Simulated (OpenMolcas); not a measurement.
# Zr²⁺ among point charges: CASSCF levels and susceptibility

Aim: the splitting of the states of Zr²⁺ in the field of 6 point charges, its lowest levels with spin-orbit coupling and its magnetic susceptibility.

Method: state-averaged CASSCF, spin-orbit coupling by RASSI with atomic mean-field integrals. Code: OpenMolcas 26.06.

1 further run of the same task is left out (it didn't finish).

## Step 1: Starting point

* Species: Zr²⁺ (zirconium, Z = 40, 38 electrons)
* Basis: ANO-RCC-VDZP [6s5p3d1f], 43 functions
* Scalar Hamiltonian: DKH2, point nucleus
* Inactive shells: 1s 2s 2p 3s 3p 3d 4s 4p
* Active space: 2 electrons in 5 orbitals (4d)
* Some configurations of this space: 4d²
* Orbitals: optimised for each spin and parity, averaged over all roots

The outer shells:

4d2
```
4d [↑ ][↑ ][  ][  ][  ]
```

The ion sits among 6 point charges of -1.7 e arranged as an octahedron (Oh), 1.96 Å from the ion. The active orbitals were held to one l.

The work runs as a chain of OpenMolcas steps in one folder; each step below is one input file. Labels, J, g values, rates, χT and fits are worked out afterwards by a script from the matrices that RASSI stores. The input lists half of the charges; inversion (Group=XYZ) makes the rest.

## Step 2: One- and two-electron integrals

File a.inp:

```
&GATEWAY
Coord
1

Zr 0.0 0.0 0.0
Basis=ANO-RCC-VDZP
Group=XYZ
NoMove
AngMom=0.0 0.0 0.0
AMFI
XField
3 Angstrom 0
1.960000 0.000000 0.000000 -1.700000
0.000000 1.960000 0.000000 -1.700000
0.000000 0.000000 1.960000 -1.700000
&SEWARD
```

Launch:

```bash
> OMP_NUM_THREADS=1 MOLCAS_MEM=1689 MOLCAS_PROJECT=a pymolcas a.inp > a.log
```

## Step 3: Reference wave functions, triplets of even parity, 10 roots

File a.inp:

```
&RASSCF
FileOrb=start.orb
Symmetry=1
Spin=3
nActEl=2 0 0
Inactive=9 9
Ras2=5 0
CIRoot=10 10 1
SDav=10
CIMx=300
Iter=120 100
PrWF=0.3
OrbListing=Nothing
MaxOrb=0
SupSym
1
15 4 5 6 7 8 10 11 12 13 14 17 18 19 20 21
0
>>> COPY $Project.JobIph JOB001
```

start.orb holds the contracted functions of the basis, ordered by shell, or the orbitals of the step before.

## Step 4: Reference wave functions, singlets of even parity, 15 roots

File a.inp:

```
&RASSCF
FileOrb=start.orb
Symmetry=1
Spin=1
nActEl=2 0 0
Inactive=9 9
Ras2=5 0
CIRoot=15 15 1
SDav=15
CIMx=300
Iter=120 100
PrWF=0.3
OrbListing=Nothing
MaxOrb=0
SupSym
1
15 4 5 6 7 8 10 11 12 13 14 17 18 19 20 21
0
>>> COPY $Project.JobIph JOB002
```

## Step 5: RASSI: spin-orbit coupling between the states

File a.inp:

```
&RASSI
NrOfJobIphs=2 10 15
1 2 3 4 5 6 7 8 9 10
1 2 3 4 5 6 7 8 9 10 11 12 13 14 15
IphNames
JOB001
JOB002
EJob
SpinOrbit
DIPRint=1.0
SOCoupling=1000.0
Subsets=2
Property=9
'ANGMOM' 1 'ANGMOM' 2 'ANGMOM' 3 'MLTPL  1' 1 'MLTPL  1' 2 'MLTPL  1' 3
'AMFI' 1 'AMFI' 2 'AMFI' 3
SOProperty=3
'ANGMOM' 1 'ANGMOM' 2 'ANGMOM' 3
```

Q: Predict the outcome of this session. Wanted: spin-free ground state; first state of the same spin within the active space; lowest level; next level.

As calculated:

| quantity | value |
| --- | --- |
| method | CASSCF |
| spin-free ground state | 3T1, 3-fold in its orbital part |
| first state of the same spin within the active space | 3T2 at 31800 cm⁻¹ |
| lowest level | 2-fold E, g = 0.00, 0.00, 0.00 |
| next level | 2.5 cm⁻¹ |
| χT at 300 K | 0.93 cm³ K/mol |
| effective moment at 300 K | 2.73 μB |

**Reading.** The spin-free ground state (3T1) comes to 85 % from free-ion F terms and keeps the highest spin of the shell. χT at 300 K is 0.93, against 1.00 cm³ K/mol for the spin alone; near agreement at one temperature doesn't show that the orbital moment is quenched. A ligand-field fit to the states below 45000 cm-1 gives 10Dq = 33450 cm-1, B = 506 cm-1 and C = 1845 cm-1 (C/B = 3.65), with a deviation of 160 cm-1. The field of point charges can differ much from that of real complexes. This is an electrostatic model: the charges have no orbitals.
